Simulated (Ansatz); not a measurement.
# TaBPd4: a short molecular-dynamics run

What does TaBPd4 do over 40 steps of 0.5 fs at constant energy, with velocities drawn for 900 K? The cell is a randomly packed cell of 12 atoms, taken as it stands, without a relaxation.

All numbers below are computed with Ansatz 0.2.0 (DFT PBE, plane waves, PAW, scalar-relativistic, no spin polarisation).

### Step 1. The starting structure

The cell holds 12 atoms (B2Pd8Ta2): a = 5.315 Å, b = 6.150 Å, c = 5.410 Å, α = 89.41°, β = 114.97°, γ = 97.24°.

Structure file:

```xyz
12
Lattice="5.1361 -0.3719 -1.3163 -0.3471 6.1396 0.0387 -1.0032 -0.0349 5.3165" Properties=species:S:1:pos:R:3 pbc="T T T"
Pd   -0.0588    2.9585    3.1282
Pd    0.8794    5.7023    2.3084
Pd    4.4626    0.4419    1.0694
Pd    2.0847    3.8432    2.7359
Pd    2.9476    1.1773   -0.5828
Pd    2.8005    2.1133    1.4572
Pd    3.2809    0.4585    3.0767
Pd    0.8575    2.2273    0.0662
Ta   -0.6525    5.0430    4.2512
Ta    4.0709    3.5008   -0.3145
B     1.4235    1.6351    2.8611
B     1.4971    0.2665    0.4278
```

### Step 2. Dynamics

input.yaml

```yaml
crystal:
  lattice:
    - [5.136143, -0.371907, -1.316259]
    - [-0.347122, 6.139636, 0.038672]
    - [-1.003249, -0.034865, 5.316466]
  atoms:
    - { symbol: Pd, position: [0.143096, 0.49406, 0.620241] }
    - { symbol: Pd, position: [0.335223, 0.951964, 0.51026] }
    - { symbol: Pd, position: [0.963535, 0.132834, 0.438736] }
    - { symbol: Pd, position: [0.578348, 0.664704, 0.652959] }
    - { symbol: Pd, position: [0.596418, 0.228093, 0.036389] }
    - { symbol: Pd, position: [0.656086, 0.386413, 0.433708] }
    - { symbol: Pd, position: [0.798903, 0.127473, 0.775575] }
    - { symbol: Pd, position: [0.204105, 0.375477, 0.060244] }
    - { symbol: Ta, position: [0.088429, 0.831376, 0.815467] }
    - { symbol: Ta, position: [0.864079, 0.623393, 0.150238] }
    - { symbol: B, position: [0.422247, 0.295532, 0.640543] }
    - { symbol: B, position: [0.327266, 0.06414, 0.161031] }
kpoints:
  mp_grid: { grid: [3, 3, 3] }
magnetization:
  spin_polarized: false
scf:
  occupations: { method: gaussian, width: 0.1 }
hamiltonian:
  pseudopotentials: { kind: paw }
  xc: pbe
basis:
  ecutwfc: 420
md:
  timestep: 0.5
  n_steps: 40
  ensemble: nve
  temperature: 900.0
  initial_velocities: maxwell_boltzmann
  seed: 848376
```

On the command line:

```sh
$ ansatz run input.yaml --threads 2 --pin off --max-ram 2560MiB --backend cpu --events-out ev --progress --plain --runs-dir out
```

Q: Predict the outcome of this session. Wanted: temperature, first and last step; temperature, second half; potential energy, second half; largest change of the total energy; mean square displacement, second half.

The runs gave:

```
                             quantity                           value
                               length              40 steps of 0.5 fs
     temperature, first and last step                  900 and 1462 K
             temperature, second half  mean 938 K, from 595 to 1462 K
        potential energy, second half      -4 meV/atom from the start
   largest change of the total energy                   0.03 meV/atom
mean square displacement, second half  B 0.015, Pd 0.003, Ta 0.001 Å²
```

**Reading.** The temperature starts at 900 K and averages 938 K in the second half, where it still rises, from 595 to 1462 K. The total energy strays from its start by at most 0.03 meV/atom, under 0.1 % of the mean kinetic energy, which is good for a step of 0.5 fs. Over the second half B atoms stand 0.1 Å (root mean square) from where they began, and the farthest move is 0.2 Å. Averages from a run of 20 fs with 12 atoms are rough.
